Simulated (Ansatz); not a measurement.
# MnS: the cost of one run

Method: DFT PBEsol, scalar-relativistic, plane waves, PAW, in Ansatz 0.2.0.

29 further runs of the same task are left out: 29 set aside as unsound or not needed.

**1. The system as given**

Symmetry: F-43m, No. 216, cubic system. Conventional cell: a = 5.464 Å, b = 5.464 Å, c = 5.464 Å, α = 90.00°, β = 90.00°, γ = 90.00°. Mn (site symmetry -43m) has 4 S at 2.37 Å as nearest neighbours. Around S (site symmetry -43m) lie 4 Mn at 2.37 Å.

Structure file:

```
Mn S
1.0
     0.00000    2.73221    2.73221
     2.73221    0.00000    2.73221
     2.73221    2.73221    0.00000
Mn S
1 1
Direct
  0.00000 0.00000 0.00000
  0.75000 0.75000 0.75000
```

This cell was relaxed beforehand with the same method: volume 20.40 Å³/atom, gap on the mesh none (metal), site moments up to 3.9 μB.

**2. What is varied**

The energy is mapped over volume and a fixed ferromagnetic moment.

- volume per atom: 7 values from 15.3 to 25.5 Å³
- total spin moment of the cell, held fixed: 9 values from 0.00 to 3.50 μB

Nothing else is relaxed (shape and fractional coordinates fixed). Points are written as (first, second).

**3. Grid point (15.3 Å³, 2.62 μB)**

Contents of input.yaml:

```yaml
crystal:
  lattice:
    - [0.0, 2.4823828122, 2.4823828122]
    - [2.4823828122, 0.0, 2.4823828122]
    - [2.4823828122, 2.4823828122, 0.0]
  atoms:
    - { symbol: Mn, position: [0.0, 0.0, 0.0], spin: 2.625 }
    - { symbol: S, position: [0.75, 0.75, 0.75] }
basis:
  ecutwfc: 520.0
kpoints:
  mp_grid: { grid: [16, 16, 16] }
hamiltonian:
  xc: pbesol
scf:
  occupations: { method: gaussian, width: 0.15 }
  lower_state_search: "off"
output:
  forces: true
  stress: true
  eigenvalues: true
  populations: true
magnetization:
  spin_polarized: true
  initial_magnetization: 2.625
  spin_locking: { lock_magnetization: hard }
```

On the command line:

```console
$ ansatz run input.yaml --threads 2 --pin off --max-ram 4096MiB --backend cpu --events-out ev --progress --plain --runs-dir out
```

**Question.** How long does this run take on 2 threads of Arm Neoverse V1, shared host, and how much memory does it need?

About 15 s, with a peak of 0.48 GiB.
